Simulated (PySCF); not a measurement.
# CrSOH: relaxation and vibrations of the quartet

Aim: relax CrSOH as a quartet from a PBE minimum start, check by its vibrations whether the end is a minimum, and collect its spectrum and constants.

Computed with PySCF 2.14.0. Level: PBE, basis Cr def2-SVP, S def2-SVP, O def2-SVP, H def2-SVP, no relativity, density fitting.

**1. The system as given**

4 atoms, charge 0, spin multiplicity 4.

Bond lengths: Cr1–S2 2.040 Å, Cr1–O3 1.756 Å, O3–H4 0.974 Å. Angles: S2–Cr1–O3 145.0°, Cr1–O3–H4 137.0°.

Z-matrix (Å, degrees; charge 0 multiplicity 4):
```
Cr
S  1 2.0402
O  1 1.7560 2 144.96
H  3 0.9741 1 136.99 2 0.00
```

**2. Finding the electronic state**

The steps below are one call of a driver around PySCF. For each, scf.py gives the equivalent set-up of the SCF; relaxations use the driver's own optimiser. After this first run the driver tries any further starts and a stability analysis.

scf.py

```python
from pyscf import gto, scf, dft
mol = gto.M(atom='''
Cr     0.304392     0.000000     0.318173
S     -0.383230     0.000000    -1.602605
O     -0.160346     0.000000     2.011595
H     -0.989663     0.000000     2.522592''',
    basis={'Cr': 'def2-SVP', 'S': 'def2-SVP', 'O': 'def2-SVP', 'H': 'def2-SVP'},
    charge=0, spin=3)
mf = dft.UKS(mol, xc='PBE')
mf.grids.atom_grid = (50, 194)
aux = {'Cr': 'def2-universal-JKFIT', 'S': 'def2-universal-JKFIT', 'O': 'def2-universal-JKFIT', 'H': 'def2-universal-JKFIT'}
mf = mf.density_fit(auxbasis=aux)
mf.conv_tol = 1e-08
mf.diis_space = 10
mf.max_cycle = 60
mf.init_guess = 'minao'
mf.verbose = 4
mf.kernel()
```

The run is started by

```sh
$ OMP_NUM_THREADS=2 python axn.py task.json out
```

The runs that follow: Relaxation: PBE minimum start, quartet; Frequencies.

**Question.** What will these runs give? Wanted: minimum; geometry; wavenumbers; dipole moment; highest occupied, lowest empty level; polar-tensor charge of Cr1; zero-point energy; atomisation energy; ⟨S²⟩.

The runs gave:

| quantity | value |
| --- | --- |
| minimum | quartet, Cs |
| geometry | Cr–O 1.756 Å, Cr–S 2.040 Å, O–H 0.974 Å; Cr–O–H 137.0°, O–Cr–S 145.0° |
| wavenumbers (cm⁻¹) | 98 (a'), 412 (a''), 487 (a'), 547 (a'), 756 (a'), 3747 (a') |
| dipole moment | 2.60 D |
| highest occupied, lowest empty level (either spin) | -5.19, -3.97 eV |
| polar-tensor charge of Cr1 | +0.89 e |
| zero-point energy | 36.2 kJ/mol |
| entropy at 298.15 K | 302.7 J/(mol K) |
| atomisation energy (no zero-point energy) | 1248 kJ/mol |
| ⟨S²⟩ | 3.953 |

In words: The molecule stays Cs, as typed, and the end point is a minimum. In the infrared the band at 3747 cm⁻¹ (a') leads. Most of the spin sits on Cr1 (Mulliken spin 3.61, against 3 for the whole molecule). Only this shape and spin were tried, so other structures or states may lie lower. The determinant is spin-contaminated (⟨S²⟩ = 3.95, pure value 3.75). One determinant may miss the lowest occupation of an open d or f shell.
